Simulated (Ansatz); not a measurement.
**FGeH₄NO: how energies converge with the basis set**

An exercise on one series of results from a longer session: the logs are not shown, and one member is left open.

Computed with Ansatz 0.2.0, Gaussian basis. Level: one geometry, several basis sets.

Levels to be run: PBE0-D4/def2-SVP; ωB97M-V/def2-SVP; PBE0-D4/def2-QZVPP; ωB97M-V/def2-QZVPP; the functionals' def2-TZVPP values are taken from earlier runs.

## Structure used throughout

All runs share one geometry, relaxed beforehand with PBE0-D4 in a triple-zeta def2 set.

SMILES `[NH2][GeH]([OH])[F]`, 8 atoms, charge 0, spin multiplicity 1.

Atoms are counted from 1 here; the program's logs count them from 0.

Bond lengths: N1–Ge2 1.798 Å, N1–H5 1.009 Å, N1–H6 1.008 Å, Ge2–O3 1.759 Å, Ge2–F4 1.748 Å, Ge2–H7 1.529 Å, O3–H8 0.960 Å. Angles: Ge2–N1–H5 115.9°, Ge2–N1–H6 117.1°, H5–N1–H6 110.8°, N1–Ge2–O3 105.4°, N1–Ge2–F4 114.0°, N1–Ge2–H7 112.3°, O3–Ge2–F4 104.2°, O3–Ge2–H7 115.6°, F4–Ge2–H7 105.3°, Ge2–O3–H8 111.9°.

Geometry (Å):

```csv
atom,x (Å),y (Å),z (Å)
N1,-0.5842,1.2816,0.0719
Ge2,0.4300,-0.1769,-0.2072
O3,0.3325,-1.1068,1.2823
F4,-0.1996,-1.2573,-1.4292
H5,-1.5048,1.1120,0.4494
H6,-0.6221,1.9629,-0.6706
H7,1.8422,0.1784,-0.6722
H8,0.3982,-2.0511,1.1197
```

The first run:

in.yaml

```yaml
crystal:
  periodic: [false, false, false]
  atoms:
    - {symbol: N, position_ang: [-0.584242, 1.281609, 0.071889]}
    - {symbol: Ge, position_ang: [0.429993, -0.176885, -0.207171]}
    - {symbol: O, position_ang: [0.332468, -1.106850, 1.282329]}
    - {symbol: F, position_ang: [-0.199553, -1.257313, -1.429244]}
    - {symbol: H, position_ang: [-1.504761, 1.112032, 0.449350]}
    - {symbol: H, position_ang: [-0.622144, 1.962897, -0.670626]}
    - {symbol: H, position_ang: [1.842246, 0.178432, -0.672158]}
    - {symbol: H, position_ang: [0.398191, -2.051122, 1.119730]}
basis:
  gaussian: {orbitals: def2-SVP}
hamiltonian: {xc: pbe0, dispersion: d4}
output: {orbitals: {seedname: orbitals}}
```

Steps of the session up to this table: PBE0-D4 in def2-SVP; ωB97M-V in def2-SVP; PBE0-D4 in def2-QZVPP; ωB97M-V in def2-QZVPP.

One table of the session follows, with a row left open; its other results are not shown here.

It belongs to the step «Density functionals: the series». 

```
functional       basis  HOMO (eV)  LUMO (eV)
   PBE0-D4    def2-SVP      -7.88       0.94
   PBE0-D4  def2-TZVPP      -8.14       0.46
   PBE0-D4  def2-QZVPP          ?          ?
   ωB97M-V    def2-SVP     -10.29       2.77
   ωB97M-V  def2-TZVPP     -10.56       2.06
   ωB97M-V  def2-QZVPP     -10.63       1.60
```

**Question.** Estimate the row for PBE0-D4, def2-QZVPP.

The run gave: HOMO (eV): -8.20; LUMO (eV): 0.20. In the column «HOMO (eV)» it lies between ωB97M-V, def2-SVP (-10.29) and PBE0-D4, def2-TZVPP (-8.14).
